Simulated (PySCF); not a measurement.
# Hg2I2: forces at shaken geometries

How stiff is Hg2I2? Its atoms are displaced at random by several amounts. It is a constructed species; whether it can be made isn't addressed.

Computed with PySCF 2.14.0. Level: r2SCAN, Hg def2-SVP with ECP60, I def2-SVP with ECP28; scalar-relativistic core potentials, no spin–orbit coupling.

3 further runs of the same task are left out: 2 for a known fault of the program, 1 set aside as unsound or not needed.

**1. Starting geometry**

4 atoms, charge 0, spin multiplicity 1.

Bond lengths: Hg2–I3 2.625 Å, Hg2–I4 2.625 Å. Angles: I3–Hg2–I4 175.1°.

Geometry (Å):

| atom | x (Å) | y (Å) | z (Å) |
| --- | --- | --- | --- |
| Hg1 | 0.0000 | 0.0000 | 2.4902 |
| Hg2 | 0.0000 | 0.0000 | -0.8177 |
| I3 | 2.6226 | 0.0000 | -0.9292 |
| I4 | -2.6226 | 0.0000 | -0.9292 |

Formal oxidation states: Hg +1. An earlier session relaxed this geometry at r2SCAN, Hg def2-SVP with ECP60, I def2-SVP with ECP28 (singlet, point group C2v).

Its energy there is -902.852605 Eh.

**2. Atoms moved at random, σ = 0.15 Å**

run.py (the lines that set the calculation)

```python
mol = gto.M(atom='''
Hg     0.06785     0.06968     2.54533
Hg     0.20060     0.11781    -0.86687
I      2.59409    -0.25176    -0.94221
I     -2.86254     0.06427    -0.92208''',
    basis={'Hg': 'def2-SVP', 'I': 'def2-SVP'},
    ecp={'Hg': 'def2-SVP', 'I': 'def2-SVP'},
    charge=0, spin=0)
mf = dft.RKS(mol, xc='R2SCAN')
mf.grids.atom_grid = (50, 194)
mf = mf.density_fit()  # fitting sets: Hg def2-universal-JKFIT, I def2-universal-JKFIT
mf.conv_tol = 1e-08; mf.max_cycle = 55
mf.kernel(dm0)  # dm0: the density of the relaxed state
```

The run is started by

```sh
OMP_NUM_THREADS=2 python run.py
```

**3. Atoms moved at random, σ = 0.03 Å**

run.py (the lines that set the calculation), as its differences from that of step 2:

```diff
@@ -1,6 +1,6 @@
 mol = gto.M(atom='''
-Hg     0.06785     0.06968     2.54533
-Hg     0.20060     0.11781    -0.86687
-I      2.59409    -0.25176    -0.94221
-I     -2.86254     0.06427    -0.92208''',
+Hg     0.03563    -0.00670     2.46552
+Hg    -0.03051     0.00680    -0.84362
+I      2.62500    -0.01672    -0.90686
+I     -2.63012     0.01662    -0.90088''',
     basis={'Hg': 'def2-SVP', 'I': 'def2-SVP'},
```

**4. Atoms moved at random, σ = 0.03 Å**

run.py (the lines that set the calculation), as its differences from that of step 3:

```diff
@@ -1,6 +1,6 @@
 mol = gto.M(atom='''
-Hg     0.03563    -0.00670     2.46552
-Hg    -0.03051     0.00680    -0.84362
-I      2.62500    -0.01672    -0.90686
-I     -2.63012     0.01662    -0.90088''',
+Hg     0.03848     0.01753     2.47103
+Hg    -0.00406    -0.02548    -0.79372
+I      2.61582     0.03450    -0.92310
+I     -2.65025    -0.02655    -0.94004''',
     basis={'Hg': 'def2-SVP', 'I': 'def2-SVP'},
```

What does the calculation give? Wanted: for each run, σ; energy rise; harmonic estimate −½ F·u; largest force component.

The runs gave:

| σ (Å) | energy rise (eV) | harmonic estimate −½ F·u (eV) | largest force component (eV/Å) |
| --- | --- | --- | --- |
| 0.15 | 0.861 | 0.701 | 4.94 |
| 0.03 | 0.010 | 0.010 | 0.57 |
| 0.03 | 0.005 | 0.005 | 0.27 |

Every displacement raises the energy. For a harmonic well the rise equals −½ F·u; the two differ by at most 19 % here (a move with σ = 0.15 Å), from anharmonicity, the grid and the small forces left at the relaxed point. The bases are small and lack diffuse functions. Spin–orbit coupling is left out.
